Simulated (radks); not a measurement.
**The Coulomb parameter U of the 5d shell of Re⁺**

The task here is to estimate one member of a computed series from the others.

Program: radks (a radial shooting solver on a logarithmic mesh, Libxc functionals) version 1. Level of theory: Dirac Kohn-Sham, BLYP, spin-unpolarised, spherical densities, point nucleus; open shells are shared between the two j in proportion to 2j + 1. These are calculated values, not measurements, unless marked.

### The atom as given

```
element       : rhenium (Z = 75)
charge        : +1
electrons     : 74
configuration : [Xe] 4f14 5d4 6s1 6p1
```

Outer shells as boxes (Hund's rule):

Re⁺
```
[Xe] core
4f [↑↓][↑↓][↑↓][↑↓][↑↓][↑↓][↑↓]
5d [↑ ][↑ ][↑ ][↑ ][  ]
6s [↑ ]
6p [↑ ][  ][  ]
```

The first run:

The run's settings:

```text
Z 75
configuration [Xe] 4f14 5d4 6s1 6p1
relativity Dirac
functional b88,lyp
spin unpolarised
j_filling average
nucleus point
c 137.035999084
```

Among the steps run: Start: [Xe] 4f14 5d4 6s1 6p1.

One table of the session follows, with a row left open; its other results are not shown here.

It belongs to the step «Start: [Xe] 4f14 5d4 6s1 6p1». Radial moments (bohr):

```
level     <r>  outermost maximum (interpolated)  90 % within  nodes
5p3/2   1.231                              1.08         1.79      3
4f5/2  0.5757                             0.414        0.946      0
4f7/2  0.5845                             0.419        0.962      0
5d3/2   1.737                              1.37         2.69      2
5d5/2   1.796                              1.41         2.79      2
6s1/2       ?                                 ?            ?      ?
6p1/2   3.398                              2.90         5.01      4
6p3/2   3.698                              3.17         5.44      4
```

Q: Estimate the row for 6s1/2 from the others.

**Answer.** <r>: 2.758; outermost maximum (interpolated): 2.41; 90 % within: 4.01; nodes: 5. In the column «<r>» it lies between 5d5/2 (1.796) and 6p1/2 (3.398).
